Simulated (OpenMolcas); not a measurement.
# Re⁴⁺ among point charges: CASSCF and CASPT2 levels and susceptibility

Aim: the splitting of the states of Re⁴⁺ in the field of 4 point charges, its lowest levels with spin-orbit coupling and its magnetic susceptibility.

Program: OpenMolcas 26.06. Level of theory: state-averaged CASSCF and CASPT2, spin-orbit coupling by RASSI with atomic mean-field integrals. These are calculated values, not measurements, unless marked.

## 1. What is computed

```
Species                           : Re⁴⁺ (rhenium, Z = 75, 71 electrons)
Basis                             : ANO-RCC-VDZP [7s6p4d2f1g], 68 functions
Scalar Hamiltonian                : DKH2, point nucleus
Inactive shells                   : 1s 2s 2p 3s 3p 3d 4s 4p 4d 4f 5s 5p
Active space                      : 3 electrons in 5 orbitals (5d)
Some configurations of this space : 5d³
Orbitals                          : optimised for each spin and parity, averaged over all roots
```

Outer shells as boxes (Hund's rule):

5d3
```
5d [↑ ][↑ ][↑ ][  ][  ]
```

The ion sits among 4 point charges of -2 e arranged as a square (D4h), 2.43 Å from the ion.

Each step is its own input file, run in one work folder so that later steps find the files of earlier ones. Labels, J, g values, rates, χT and fits are worked out afterwards by a script from the matrices that RASSI stores. The input lists half of the charges; inversion (Group=XYZ) makes the rest.

## 2. Basis and integrals

Contents of a.inp:

```
&GATEWAY
Coord
1

Re 0.0 0.0 0.0
Basis=ANO-RCC-VDZP
Group=XYZ
NoMove
AngMom=0.0 0.0 0.0
AMFI
XField
2 Angstrom 0
2.430000 0.000000 0.000000 -2.000000
0.000000 2.430000 0.000000 -2.000000
&SEWARD
```

On the command line:

```bash
$ OMP_NUM_THREADS=1 MOLCAS_MEM=1689 MOLCAS_PROJECT=a pymolcas a.inp > a.log
```

## 3. Reference wave functions, quartets of even parity, 10 roots

Contents of a.inp:

```
&RASSCF
FileOrb=start.orb
Symmetry=1
Spin=4
nActEl=3 0 0
Inactive=15 19
Ras2=5 0
CIRoot=10 10 1
SDav=10
CIMx=300
Iter=120 100
PrWF=0.3
OrbListing=Nothing
MaxOrb=0
>>> COPY $Project.JobIph JOB001
```

start.orb holds the contracted functions of the basis, ordered by shell, or the orbitals of the step before.

## 4. CASSCF: doublets of even parity, 40 roots

Contents of a.inp:

```
&RASSCF
FileOrb=start.orb
Symmetry=1
Spin=2
nActEl=3 0 0
Inactive=15 19
Ras2=5 0
CIRoot=40 40 1
SDav=40
CIMx=300
Iter=120 100
PrWF=0.3
OrbListing=Nothing
MaxOrb=0
>>> COPY $Project.JobIph JOB002
```

## 5. RASSI: spin-orbit coupling between the states

Contents of a.inp:

```
&RASSI
NrOfJobIphs=2 10 40
1 2 3 4 5 6 7 8 9 10
1 2 3 4 5 6 7 8 9 10 11 12 13 14 15 16 17 18 19 20 21 22 23 24 25 26 27
28 29 30 31 32 33 34 35 36 37 38 39 40
IphNames
JOB001
JOB002
EJob
SpinOrbit
DIPRint=1.0
SOCoupling=1000.0
Subsets=2
Property=9
'ANGMOM' 1 'ANGMOM' 2 'ANGMOM' 3 'MLTPL  1' 1 'MLTPL  1' 2 'MLTPL  1' 3
'AMFI' 1 'AMFI' 2 'AMFI' 3
SOProperty=3
'ANGMOM' 1 'ANGMOM' 2 'ANGMOM' 3
```

## 6. CASPT2: IPEA 0.25, imaginary shift 0.1 (closed shells correlated: 5s 5p)

Contents of a.inp:

```
>>> COPY JOB001 $Project.JobIph
&CASPT2
Multistate=10 1 2 3 4 5 6 7 8 9 10
NoMult
Frozen=14 16
IPEA=0.25
Imaginary=0.1
MaxIter=60
WThr=0.0 0.3 0.05
PrWF=0.5
NoMix
>>> COPY JOB002 $Project.JobIph
&CASPT2
Multistate=40 1 2 3 4 5 6 7 8 9 10 11 12 13 14 15 16 17 18 19 20 21 22
23 24 25 26 27 28 29 30 31 32 33 34 35 36 37 38 39 40
NoMult
Frozen=14 16
IPEA=0.25
Imaginary=0.1
MaxIter=60
WThr=0.0 0.3 0.05
PrWF=0.5
NoMix
```

(Steps that only read results are left out.)

**Question.** What will these runs give? Wanted: spin-free ground state; first state of the same spin within the active space; lowest level; next level.

**Answer**, as computed:

| quantity | value |
| --- | --- |
| method | SS-CASPT2, IPEA 0.25, imaginary shift 0.1 (closed shells correlated: 5s 5p) |
| spin-free ground state | 4A2, 1-fold in its orbital part |
| first state of the same spin within the active space | 4E at 3230 cm⁻¹ |
| lowest level | 2-fold E3/2, g = 0.40, 0.40, 1.72 |
| next level | 2466.8 cm⁻¹ |
| χT at 300 K | 0.14 cm³ K/mol |
| effective moment at 300 K | 1.07 μB |

Cost by method:

```csv
method,time of its own steps,time with the reference
A. CASSCF,12 s,12 s
"B. SS-CASPT2, IPEA 0.25, imaginary shift 0.1, +5s 5p",5.7 s,18 s
```

Times are of one thread on a shared host.

What this shows: The spin-free ground state (4A2) comes to 55 % from free-ion P terms and keeps the highest spin of the shell. χT at 300 K is 0.14, against 1.88 cm³ K/mol for the spin alone, so spin-orbit coupling lowers it. The field of point charges can differ much from that of real complexes. This is an electrostatic model: the charges have no orbitals.
